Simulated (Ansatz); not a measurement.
# CH₆AlFSi: basis-set convergence

The task here is to estimate one member of a computed series from the others.

The runs use Ansatz 0.2.0, Gaussian basis; one geometry, several basis sets.

The runs, in order: PBE0-D4/def2-SVP; ωB97M-V/def2-SVP; PBE0-D4/def2-QZVPP; ωB97M-V/def2-QZVPP; the functionals' def2-TZVPP values are taken from earlier runs.

### Structure used throughout

An earlier PBE0-D4 in a triple-zeta def2 set relaxation fixed the geometry.

SMILES `F[CH]([AlH2])[SiH3]`, 10 atoms, charge 0, spin multiplicity 1.

Atoms are counted from 1 here; the program's logs count them from 0.

Bond lengths: F1–C2 1.412 Å, C2–Al3 1.978 Å, C2–Si4 1.890 Å, C2–H5 1.101 Å, Al3–H6 1.582 Å, Al3–H7 1.587 Å, Si4–H8 1.488 Å, Si4–H9 1.486 Å, Si4–H10 1.488 Å. Angles: F1–C2–Al3 110.8°, F1–C2–Si4 109.0°, F1–C2–H5 107.4°, Al3–C2–Si4 114.1°, Al3–C2–H5 108.9°, Si4–C2–H5 106.4°, C2–Al3–H6 119.9°, C2–Al3–H7 117.4°, H6–Al3–H7 122.7°, C2–Si4–H8 110.3°, C2–Si4–H9 111.5°, C2–Si4–H10 107.5°, H8–Si4–H9 108.8°, H8–Si4–H10 108.7°, H9–Si4–H10 109.9°.

The first run:

The input, in.yaml:

```yaml
crystal:
  periodic: [false, false, false]
  atoms:
    - {symbol: F, position_ang: [-1.210467, 1.537280, -0.154652]}
    - {symbol: C, position_ang: [-0.055371, 0.727966, -0.227761]}
    - {symbol: Al, position_ang: [0.795679, 0.558152, 1.550125]}
    - {symbol: Si, position_ang: [-0.510920, -0.923768, -1.024786]}
    - {symbol: H, position_ang: [0.649947, 1.220828, -0.915037]}
    - {symbol: H, position_ang: [0.080410, 1.158490, 2.826876]}
    - {symbol: H, position_ang: [2.182234, -0.209267, 1.625512]}
    - {symbol: H, position_ang: [-1.384552, -1.713183, -0.114506]}
    - {symbol: H, position_ang: [-1.216600, -0.729222, -2.317734]}
    - {symbol: H, position_ang: [0.752743, -1.678478, -1.245037]}
basis:
  gaussian: {orbitals: def2-SVP}
hamiltonian: {xc: pbe0, dispersion: d4}
output: {orbitals: {seedname: orbitals}}
```

The run is started by

```bash
$ ansatz run in.yaml --threads 2 --pin off --events-out ev --progress --plain --max-ram 4352MiB
```

Steps of the session up to this table: PBE0-D4 in def2-SVP; ωB97M-V in def2-SVP; PBE0-D4 in def2-QZVPP; ωB97M-V in def2-QZVPP.

One table of the session follows, with a row left open; its other results are not shown here.

It belongs to the step «Density functionals: the series». 

| functional | basis | HOMO (eV) | LUMO (eV) |
| --- | --- | --- | --- |
| PBE0-D4 | def2-SVP | ? | ? |
| PBE0-D4 | def2-TZVPP | -7.71 | -1.71 |
| PBE0-D4 | def2-QZVPP | -7.72 | -1.73 |
| ωB97M-V | def2-SVP | -9.82 | -0.01 |
| ωB97M-V | def2-TZVPP | -9.93 | -0.11 |
| ωB97M-V | def2-QZVPP | -9.95 | -0.26 |

**Question.** Estimate the row for PBE0-D4, def2-SVP.

The run gave: HOMO (eV): -7.63; LUMO (eV): -1.69. In the column «HOMO (eV)» it is the highest.
